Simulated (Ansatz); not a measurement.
# C₂H₄BNO: from a rough start to a minimum

What shape does C₂H₄BNO take? The plan is to relax it, then compute its harmonic vibrations to see whether it is a minimum and to get the zero-point energy and entropy, and look at its orbitals and charge.

Computed with Ansatz 0.2.0, Gaussian basis. Level: RKS PBE0-D4/def2-TZVP.

The runs, in order: relaxation at PBE-D4/def2-SVP; relaxation at PBE0-D4/def2-TZVP; harmonic vibrations at the same level; a single point in def2-TZVPP for the fields.

**1. Starting geometry**

SMILES `BCOC#N`, 9 atoms, charge 0, spin multiplicity 1.

Atoms are counted from 1 here; the program's logs count them from 0.

Bond lengths: B1–C2 1.601 Å, B1–H6 1.247 Å, B1–H7 1.145 Å, C2–O3 1.404 Å, C2–H8 1.065 Å, C2–H9 1.090 Å, O3–C4 1.327 Å, C4–N5 1.202 Å. Angles: C2–B1–H6 115.6°, C2–B1–H7 124.4°, H6–B1–H7 119.9°, B1–C2–O3 108.3°, B1–C2–H8 109.4°, B1–C2–H9 108.2°, O3–C2–H8 109.7°, O3–C2–H9 111.2°, H8–C2–H9 110.0°, C2–O3–C4 125.5°, O3–C4–N5 172.8°.

Geometry (Å):

```
B     0.45650    0.99080    1.20670
C    -0.31410    0.27050    0.00170
O     0.42710   -0.85840   -0.38380
C     0.12380   -1.67490   -1.38460
N    -0.29490   -2.39120   -2.25380
H    -0.08050    2.02680    1.64700
H     1.45650    0.63810    1.63850
H    -1.28160   -0.03060    0.32990
H    -0.40430    0.98260   -0.81870
```

The start is a force-field geometry with small random shifts, so a cheaper pass at PBE-D4/def2-SVP comes first.

**2. Optimising with PBE-D4/def2-SVP (cheap first pass)**

Input file in.yaml:

```yaml
crystal:
  periodic: [false, false, false]
  atoms:
    - {symbol: B, position_ang: [0.456500, 0.990800, 1.206700]}
    - {symbol: C, position_ang: [-0.314100, 0.270500, 0.001700]}
    - {symbol: O, position_ang: [0.427100, -0.858400, -0.383800]}
    - {symbol: C, position_ang: [0.123800, -1.674900, -1.384600]}
    - {symbol: N, position_ang: [-0.294900, -2.391200, -2.253800]}
    - {symbol: H, position_ang: [-0.080500, 2.026800, 1.647000]}
    - {symbol: H, position_ang: [1.456500, 0.638100, 1.638500]}
    - {symbol: H, position_ang: [-1.281600, -0.030600, 0.329900]}
    - {symbol: H, position_ang: [-0.404300, 0.982600, -0.818700]}
basis:
  gaussian: {orbitals: def2-SVP}
hamiltonian: {xc: pbe, dispersion: d4}
relax: {f_tol: 0.03, max_steps: 200}
```

Launch:

```
$ ansatz run in.yaml --threads 2 --pin off --events-out ev --progress --plain --max-ram 4352MiB
```

Output (excerpt; [...] marks lines left out):

```text
Functional definition: PBE
  name "PBE"
  cite "Perdew, Burke & Ernzerhof, Phys. Rev. Lett. 77, 3865 (1996) doi:10.1103/PhysRevLett.77.3865"
  parent pbe
[...]
1017 factors; their error is unknown
[...]
mean field -6337.25676019 eV, -232.8898903899 hartree, gradient 4.9e-5 eV, S^2 0.000000; 0 other end points of the search recorded, 0 dependent functions left out
[...]
reference -6337.25679278 eV, -232.8898915879 hartree; 18, 18 occupied and 72, 72 virtual orbitals, 1017 factors
relax step   1: F+E_penalty+E_count = -6337.39303161 eV  Δ(F+E_penalty+E_count) = +0.000e0 eV  max|allowed force component| = 2.747e0 eV/Å  Δτ_max = 0.0000 Å  (28 SCF iters, accepted)
[...]
relax step   5: F+E_penalty+E_count = -6337.76937426 eV  Δ(F+E_penalty+E_count) = -3.358e-3 eV  max|allowed force component| = 5.034e-2 eV/Å  Δτ_max = 0.0120 Å  (32 SCF iters, accepted)
[...]
relax step   6: F+E_penalty+E_count = -6337.76950348 eV  Δ(F+E_penalty+E_count) = -1.292e-4 eV  max|allowed force component| = 2.144e-2 eV/Å  Δτ_max = 0.0036 Å  (24 SCF iters, accepted)
1017 factors; their error is unknown
[...]
mean field -6337.63179654 eV, -232.9036727216 hartree, gradient 2.4e-5 eV, S^2 0.000000; 1 other end points of the search recorded, 0 dependent functions left out
[...]
reference -6337.63182895 eV, -232.9036739128 hartree; 18, 18 occupied and 72, 72 virtual orbitals, 1017 factors
Total energy: -6337.76953589 eV, -232.9087345495 hartree
Atom 0 at     0.428396     1.023135     1.195740 Å, force     0.005859    -0.002155    -0.000794 eV/Å
Atom 1 at    -0.231681     0.239559     0.027026 Å, force    -0.000812    -0.004707    -0.004331 eV/Å
Atom 2 at     0.533554    -0.934305    -0.387148 Å, force     0.007121     0.013545    -0.005660 eV/Å
Atom 3 at     0.041977    -1.625016    -1.363217 Å, force    -0.006298    -0.021442     0.016367 eV/Å
Atom 4 at    -0.371289    -2.288127    -2.244792 Å, force     0.000623     0.011522    -0.009464 eV/Å
Atom 5 at    -0.158115     2.009137     1.594897 Å, force    -0.002322    -0.001552    -0.003064 eV/Å
Atom 6 at     1.480040     0.678887     1.691199 Å, force    -0.003352     0.001394     0.002487 eV/Å
Atom 7 at    -1.264748    -0.072038     0.315744 Å, force     0.001757     0.005316    -0.000464 eV/Å
Atom 8 at    -0.369634     0.922468    -0.846550 Å, force    -0.002577    -0.001921     0.004923 eV/Å
Dipole moment:    -0.066962     0.691197     0.539249 e Å
```

Wall time 9 s (2 threads of Arm Neoverse V2, shared host).

Along the way:

| step | energy from step 1 (eV) | largest force component (eV/Å) |
| --- | --- | --- |
| 1 | 0.0000 | 2.7472 |
| 2 | -0.2856 | 1.1870 |
| 3 | -0.3465 | 0.4657 |
| 4 | -0.3730 | 0.2040 |
| 5 | -0.3763 | 0.0503 |
| 6 | -0.3765 | 0.0214 |

Close pairs (by a distance rule), those that changed most:

| bond | before (Å) | after (Å) | change (Å) |
| --- | --- | --- | --- |
| B1–H7 | 1.145 | 1.212 | +0.067 |
| C2–O3 | 1.404 | 1.461 | +0.057 |
| C2–H8 | 1.065 | 1.117 | +0.052 |
| B1–C2 | 1.601 | 1.554 | -0.047 |
| O3–C4 | 1.327 | 1.293 | -0.034 |
| B1–H6 | 1.247 | 1.215 | -0.032 |
| C2–H9 | 1.090 | 1.117 | +0.027 |
| C4–N5 | 1.202 | 1.178 | -0.024 |

**3. Relaxation at PBE0-D4/def2-TZVP**

Input file in.yaml:

```yaml
crystal:
  periodic: [false, false, false]
  atoms:
    - {symbol: B, position_ang: [0.428396, 1.023135, 1.195740]}
    - {symbol: C, position_ang: [-0.231681, 0.239559, 0.027026]}
    - {symbol: O, position_ang: [0.533554, -0.934305, -0.387148]}
    - {symbol: C, position_ang: [0.041977, -1.625016, -1.363217]}
    - {symbol: N, position_ang: [-0.371289, -2.288127, -2.244792]}
    - {symbol: H, position_ang: [-0.158115, 2.009137, 1.594897]}
    - {symbol: H, position_ang: [1.480040, 0.678887, 1.691199]}
    - {symbol: H, position_ang: [-1.264748, -0.072038, 0.315744]}
    - {symbol: H, position_ang: [-0.369634, 0.922468, -0.846550]}
basis:
  gaussian: {orbitals: def2-TZVP}
hamiltonian: {xc: pbe0, dispersion: d4}
relax: {f_tol: 0.005, max_steps: 150}
```

The command is unchanged.

Output (excerpt; [...] marks lines left out):

```text
Functional definition: PBE0
  name "PBE0"
  cite "Adamo & Barone, J. Chem. Phys. 110, 6158 (1999) doi:10.1063/1.478522"
  cite "Perdew, Burke & Ernzerhof, Phys. Rev. Lett. 77, 3865 (1996) doi:10.1103/PhysRevLett.77.3865"
  parent pbe
[...]
1011 factors; their error is unknown
[...]
mean field -6345.09628107 eV, -233.1779874686 hartree, gradient 2.5e-5 eV, S^2 0.000000; 0 other end points of the search recorded, 0 dependent functions left out
[...]
reference -6345.09631224 eV, -233.1779886141 hartree; 18, 18 occupied and 161, 161 virtual orbitals, 1011 factors
relax step   1: F+E_penalty+E_count = -6345.21155588 eV  Δ(F+E_penalty+E_count) = +0.000e0 eV  max|allowed force component| = 1.905e0 eV/Å  Δτ_max = 0.0000 Å  (29 SCF iters, accepted)
[...]
Total energy: -6345.27369598 eV, -233.1845073463 hartree
Atom 0 at     0.423235     1.017682     1.186606 Å, force     0.000648     0.001082     0.001556 eV/Å
Atom 1 at    -0.229876     0.236641     0.022119 Å, force     0.001145    -0.002953    -0.001579 eV/Å
Atom 2 at     0.545130    -0.926099    -0.380788 Å, force    -0.002456     0.004041     0.001613 eV/Å
Atom 3 at     0.042074    -1.604673    -1.343609 Å, force    -0.000134    -0.000741    -0.000791 eV/Å
Atom 4 at    -0.387910    -2.235745    -2.210210 Å, force    -0.000103     0.000135     0.000072 eV/Å
Atom 5 at    -0.155195     1.987225     1.574017 Å, force    -0.000193     0.000215     0.000154 eV/Å
Atom 6 at     1.452621     0.674543     1.677599 Å, force     0.000444    -0.000361    -0.000021 eV/Å
Atom 7 at    -1.239923    -0.090423     0.305124 Å, force     0.000367    -0.000653    -0.000345 eV/Å
Atom 8 at    -0.361655     0.894549    -0.847960 Å, force     0.000281    -0.000764    -0.000658 eV/Å
Dipole moment:    -0.022015     0.719149     0.597544 e Å
```

Run time: 25 s. Hardware: 2 threads of Arm Neoverse V2, shared host.

Step by step:

| step | energy from step 1 (eV) | largest force component (eV/Å) |
| --- | --- | --- |
| 1 | 0.0000 | 1.9051 |
| 2 | -0.0591 | 0.1747 |
| 3 | -0.0618 | 0.0603 |
| 4 | -0.0619 | 0.0371 |
| 5 | -0.0620 | 0.0517 |
| 6 | -0.0621 | 0.0070 |
| 7 | -0.0621 | 0.0040 |

Distances of close pairs at the start and the end, largest changes first:

| bond | before (Å) | after (Å) | change (Å) |
| --- | --- | --- | --- |
| C4–N5 | 1.178 | 1.155 | -0.023 |
| B1–H7 | 1.212 | 1.191 | -0.021 |
| B1–H6 | 1.215 | 1.194 | -0.021 |
| C2–H9 | 1.117 | 1.099 | -0.019 |
| C2–H8 | 1.117 | 1.099 | -0.018 |
| O3–C4 | 1.293 | 1.281 | -0.012 |
| B1–C2 | 1.554 | 1.547 | -0.007 |
| C2–O3 | 1.461 | 1.454 | -0.007 |

Mulliken charges of the relaxed molecule (report file):

| atom | value (e) |
| --- | --- |
| B1 | -0.03 |
| C2 | -0.12 |
| O3 | -0.19 |
| C4 | 0.03 |
| N5 | -0.10 |
| H6 | 0.04 |
| H7 | 0.05 |
| H8 | 0.16 |
| H9 | 0.16 |

**4. Force constants and modes**

Input file in.yaml:

```yaml
crystal:
  periodic: [false, false, false]
  atoms:
    - {symbol: B, position_ang: [0.423235, 1.017682, 1.186606]}
    - {symbol: C, position_ang: [-0.229876, 0.236641, 0.022119]}
    - {symbol: O, position_ang: [0.545130, -0.926099, -0.380788]}
    - {symbol: C, position_ang: [0.042074, -1.604673, -1.343609]}
    - {symbol: N, position_ang: [-0.387910, -2.235745, -2.210210]}
    - {symbol: H, position_ang: [-0.155195, 1.987225, 1.574017]}
    - {symbol: H, position_ang: [1.452621, 0.674543, 1.677599]}
    - {symbol: H, position_ang: [-1.239923, -0.090423, 0.305124]}
    - {symbol: H, position_ang: [-0.361655, 0.894549, -0.847960]}
basis:
  gaussian: {orbitals: def2-TZVP}
hamiltonian: {xc: pbe0, dispersion: d4}
phonons: {temperatures: {t_min: 298.15, t_max: 900, t_step: 200}}
```

Same command.

Output (excerpt; [...] marks lines left out):

```text
Functional definition: PBE0
  name "PBE0"
  cite "Adamo & Barone, J. Chem. Phys. 110, 6158 (1999) doi:10.1063/1.478522"
  cite "Perdew, Burke & Ernzerhof, Phys. Rev. Lett. 77, 3865 (1996) doi:10.1103/PhysRevLett.77.3865"
  parent pbe
[...]
1011 factors; their error is unknown
[...]
mean field -6345.15729465 eV, -233.1802296763 hartree, gradient 2.5e-5 eV, S^2 0.000000; 0 other end points of the search recorded, 0 dependent functions left out
[...]
reference -6345.15732556 eV, -233.1802308123 hartree; 18, 18 occupied and 161, 161 virtual orbitals, 1011 factors
[...]
1011 factors; their error is unknown
mean field -6345.15718652 eV, -233.1802257025 hartree, gradient 1.2e-6 eV, S^2 0.000000; 0 other end points of the search recorded, 0 dependent functions left out
[...]
reference -6345.15721743 eV, -233.1802268385 hartree; 18, 18 occupied and 161, 161 virtual orbitals, 1011 factors
[...]
Atom 1 at    -0.229876     0.236641     0.022119 Å, force     0.001137    -0.002952    -0.001591 eV/Å
Atom 2 at     0.545130    -0.926099    -0.380788 Å, force    -0.002460     0.004034     0.001608 eV/Å
Atom 3 at     0.042074    -1.604673    -1.343609 Å, force    -0.000122    -0.000719    -0.000769 eV/Å
Atom 4 at    -0.387910    -2.235745    -2.210210 Å, force    -0.000108     0.000121     0.000057 eV/Å
Atom 5 at    -0.155195     1.987225     1.574017 Å, force    -0.000198     0.000224     0.000159 eV/Å
Atom 6 at     1.452621     0.674543     1.677599 Å, force     0.000436    -0.000357    -0.000025 eV/Å
Atom 7 at    -1.239923    -0.090423     0.305124 Å, force     0.000373    -0.000646    -0.000345 eV/Å
Atom 8 at    -0.361655     0.894549    -0.847960 Å, force     0.000281    -0.000768    -0.000646 eV/Å
Dipole moment:    -0.022015     0.719149     0.597544 e Å
Vibrations: 65.54 171.19 275.34 347.11 531.00 577.20 611.02 747.55 972.00 1006.13 1052.78 1184.48 1221.47 1244.76 1346.54 1415.51 2382.73 2614.46 2710.47 3022.29 3060.03 cm⁻¹, zero-point energy 1.646486 eV
```

Wall time 1.9 min (2 threads of Arm Neoverse V2, shared host).

Motions are named by where the mode's potential energy lies. The modes, unscaled (a negative number is an imaginary wavenumber):

| mode | cm⁻¹ | motion |
| --- | --- | --- |
| 1 | 66 | torsion |
| 2 | 171 | bend |
| 3 | 275 | torsion |
| 4 | 347 | bend |
| 5 | 531 | bend |
| 6 | 577 | bend with torsion |
| 7 | 611 | bend |
| 8 | 748 | bend with C–O stretch |
| 9 | 972 | bend with B–C stretch |
| 10 | 1006 | C–O and B–C stretch |
| 11 | 1053 | torsion |
| 12 | 1184 | C–O stretch |
| 13 | 1221 | bend |
| 14 | 1245 | bend |
| 15 | 1347 | bend |
| 16 | 1416 | bend |
| 17 | 2383 | C–N stretch |
| 18 | 2614 | B–H stretch |
| 19 | 2710 | B–H stretch |
| 20 | 3022 | C–H stretch |
| 21 | 3060 | C–H stretch |

Ideal gas, rigid rotor and harmonic oscillator at 298.15 K and 1 bar, with symmetry number 1:

| term | value |
| --- | --- |
| zero-point energy | 38.0 kcal/mol |
| H(298) − E | 42.2 kcal/mol |
| entropy, translation | 161.6 J/(mol K) |
| entropy, rotation | 103.7 J/(mol K) |
| entropy, vibration | 48.7 J/(mol K) |
| entropy, total | 314.0 J/(mol K) |

**5. A single point for the fields**

in.yaml, as its differences from that of step 4:

```diff
@@ -13,4 +13,4 @@
 basis:
-  gaussian: {orbitals: def2-TZVP}
+  gaussian: {orbitals: def2-TZVPP}
 hamiltonian: {xc: pbe0, dispersion: d4}
-phonons: {temperatures: {t_min: 298.15, t_max: 900, t_step: 200}}
+output: {orbitals: {seedname: orbitals}}
```

Same command.

Output:

```text
Functional definition: PBE0
  name "PBE0"
  cite "Adamo & Barone, J. Chem. Phys. 110, 6158 (1999) doi:10.1063/1.478522"
  cite "Perdew, Burke & Ernzerhof, Phys. Rev. Lett. 77, 3865 (1996) doi:10.1103/PhysRevLett.77.3865"
  parent pbe
  parameter a = 0.25
  parameter kappa = 0.804
  parameter beta = 0.06672455060314922
  exchange = (1 - a)*pbe_x(kappa = kappa, mu = beta*pi^2/3) + a*exact_x
  correlation = pbe_c(beta = beta)
1071 factors; their error is unknown
mean field evaluation 1: about -6339.0705 eV, gradient 5.6e1 eV
mean field evaluation 2: about -6331.2331 eV, gradient 8.1e1 eV
mean field evaluation 4: about -6345.1391 eV, gradient 4.6e0 eV
mean field evaluation 8: about -6345.1782 eV, gradient 1.4e-1 eV
mean field evaluation 16: about -6345.1861 eV, gradient 5.0e-5 eV
mean field -6345.18610618 eV, -233.1812884806 hartree, gradient 5.0e-5 eV, S^2 0.000000; 0 other end points of the search recorded, 0 dependent functions left out
reference -6345.18613720 eV, -233.1812896205 hartree; 18, 18 occupied and 193, 193 virtual orbitals, 1071 factors
Total energy: -6345.30250739 eV, -233.1855661462 hartree
```

Run time: 2.5 s. Hardware: 2 threads of Arm Neoverse V2, shared host.

Orbitals, density, ELF and potential are computed afterwards from the orbital file.

Frontier orbitals at PBE0-D4/def2-TZVPP, with the share of their density that lies nearest to each atom:

| orbital | energy (eV) | lies on |
| --- | --- | --- |
| HOMO-1 | -9.25 | N5 51 %; C4 30 %; O3 13 % |
| HOMO | -8.52 | N5 48 %; O3 29 %; C4 18 % |
| LUMO | -2.28 | B1 53 %; H6, H7 about 15 % each; H8, H9 about 6 % each |

ELF in a plane through or near 7 of the atoms.

Ten even steps from ' ' (0.00) to '@' (1.00):
```
                                                        
                                                        
                  ....                                  
              --%%@@%%==                                
            --%%@@@@@@%%      ::..                      
            ##@@@@@@@@@@..  ==**++..  ......            
            **@@@@@@@@@@..  ##%%##--::==++==::::..      
            --**@@@@@@##....##**++**==####**++++--..    
            ::==**++--==**--##----##====%%**%%%%**::    
        ..++##%%%%::****@@--**##**++==++====##@@%%==    
        --%%@@@@@@**::%%%%==::++--++++##==..%%@@%%==    
        ==@@@@@@@@@@****++::====  ::########@@@@##--    
        --@@@@@@@@@@==..--**##==    --==++**####==..    
          ##@@@@@@%%..  ..--==--      ..::--==--..      
          ..**%%%%==      ......                        
                ..                                      
                                                        
                                                        
                                                        
                                                        
```
The map spans 11.5 Å across and 8.0 Å up, centred on the molecule. Atoms in the plane (x, y in Å): B1 (-1.6, 0.2), C2 (-0.2, -0.3), O3 (0.8, 0.8), C4 (2.1, 0.4), N5 (3.2, 0.0), H6 (-2.5, -0.6), H7 (-1.8, 1.4).

log10 of the density (e/Å³) in the same plane.

Values, 10 rows by 14 columns:
```
-4.0 -4.0 -4.0 -4.0 -4.0 -4.0 -4.0 -4.0 -4.0 -4.0 -4.0 -4.0 -4.0 -4.0
-4.0 -4.0 -4.0 -3.4 -2.8 -2.7 -3.2 -3.4 -3.4 -3.7 -3.8 -4.0 -4.0 -4.0
-4.0 -4.0 -3.7 -2.5 -1.6 -1.4 -2.2 -2.0 -1.9 -2.4 -2.6 -2.9 -3.5 -4.0
-4.0 -4.0 -3.1 -1.7 -0.5 -0.1 -1.2 -0.5 -0.1 -0.9 -1.1 -1.5 -2.3 -3.5
-4.0 -4.0 -2.7 -1.4 -0.4  0.4 -0.3  0.2  0.8  1.2  0.3  0.0 -1.3 -2.8
-4.0 -3.8 -2.3 -0.9  0.0  0.2  0.3  0.2 -0.3  0.1  0.6  0.5 -1.1 -2.7
-4.0 -3.9 -2.4 -1.1 -0.4 -0.8 -0.5 -0.2 -1.3 -1.2 -0.8 -0.9 -1.8 -3.1
-4.0 -4.0 -3.2 -2.2 -1.9 -2.1 -1.7 -1.5 -2.2 -2.5 -2.3 -2.4 -3.0 -4.0
-4.0 -4.0 -4.0 -3.4 -3.2 -3.3 -3.0 -2.8 -3.2 -3.6 -3.6 -3.7 -4.0 -4.0
-4.0 -4.0 -4.0 -4.0 -4.0 -4.0 -4.0 -4.0 -4.0 -4.0 -4.0 -4.0 -4.0 -4.0
```
The map spans 11.5 Å across and 8.0 Å up, centred on the molecule. Atoms in the plane (x, y in Å): B1 (-1.6, 0.2), C2 (-0.2, -0.3), O3 (0.8, 0.8), C4 (2.1, 0.4), N5 (3.2, 0.0), H6 (-2.5, -0.6), H7 (-1.8, 1.4).

On the surface of density 0.002 e/bohr³ the electrostatic potential runs, from the 1st to the 99th percentile, from -1.90 V near N5 to 2.36 V near B1.

**6. Summary of results**

```
                  quantity            value
               point group               Cs
                     steps            6 + 7
shift from the start (rms)          0.110 Å
              total energy    -6345.2737 eV
           dispersion term         -116 meV
             dipole moment           4.49 D
lowest, highest wavenumber    66, 3060 cm⁻¹
         zero-point energy    38.0 kcal/mol
       entropy at 298.15 K  314.0 J/(mol K)
                HOMO, LUMO  -8.52, -2.28 eV
```

The atoms moved 0.11 Å (rms) from the start; the bond that changed most is B1–C2, from 1.601 to 1.547 Å. All wavenumbers are real, so the end point is a minimum. The stiffest mode, 3060 cm⁻¹, is a C–H stretch, and 2 modes under 200 cm⁻¹ make the vibrational entropy uncertain. Harmonic hybrid wavenumbers usually lie a few per cent above measured fundamentals. The largest Mulliken charge, -0.19 e, sits on O3. The HOMO lies mostly on N5 48 %; O3 29 % and the LUMO on B1 53 %; H6, H7 about 15 % each.
